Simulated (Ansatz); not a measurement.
# Sc3Cu: the cost of one run

Method: DFT PBE, scalar-relativistic, plane waves, PAW, in Ansatz 0.2.0.

### Step 1. The system as given

It takes space group I4/mmm (No. 139, tetragonal). Conventional cell: a = 3.991 Å, b = 3.991 Å, c = 8.915 Å, α = 90.00°, β = 90.00°, γ = 90.00°. Sc (site symmetry 4/mmm) has 4 Cu at 2.82 Å and 8 Sc at 2.99 Å as nearest neighbours. Sc (site symmetry -4m2) is surrounded by 8 Sc at 2.82 to 2.99 Å and 4 Cu at 2.99 Å. Around Cu (site symmetry 4/mmm) lie 12 Sc at 2.82 to 2.99 Å.

Structure file:

```
CELL_PARAMETERS angstrom
-1.99552 1.99552 4.45753
1.99552 -1.99552 4.45753
1.99552 1.99552 -4.45753
ATOMIC_POSITIONS crystal
Sc 0.50000 0.50000 0.00000
Sc 0.25000 0.75000 0.50000
Sc 0.75000 0.25000 0.50000
Cu 0.00000 0.00000 0.00000
```

(A quick probe on a coarse mesh, which set the mesh and smearing, is not shown.)

### Step 3. Rough relaxation on the coarse mesh

Input file input.yaml:

```yaml
crystal:
  lattice:
    - [-1.995523323, 1.995523323, 4.4575326176]
    - [1.995523323, -1.995523323, 4.4575326176]
    - [1.995523323, 1.995523323, -4.4575326176]
  atoms:
    - { symbol: Sc, position: [0.5, 0.5, 0.0] }
    - { symbol: Sc, position: [0.25, 0.75, 0.5] }
    - { symbol: Sc, position: [0.75, 0.25, 0.5] }
    - { symbol: Cu, position: [0.0, 0.0, 0.0] }
basis:
  ecutwfc: 420
kpoints:
  mp_grid: { grid: [6, 6, 6] }
hamiltonian:
  xc: pbe
scf:
  occupations: { method: gaussian, width: 0.1 }
  lower_state_search: "off"
output:
  forces: true
  stress: true
  eigenvalues: true
relax:
  adjacent_minimum: "off"
  f_tol: 0.04
  max_steps: 70
  cell: { stress_tol: 0.4 }
```

Started as:

```sh
$ ansatz run input.yaml --threads 1 --pin off --max-ram 2560MiB --backend cpu --events-out ev --progress --plain --runs-dir out
```

What time and memory should one allow on 1 thread of Intel Xeon Platinum 8259CL at 2.50GHz (Skylake/Cascade Lake), shared host?

About 35 s, with a peak of 0.48 GiB.
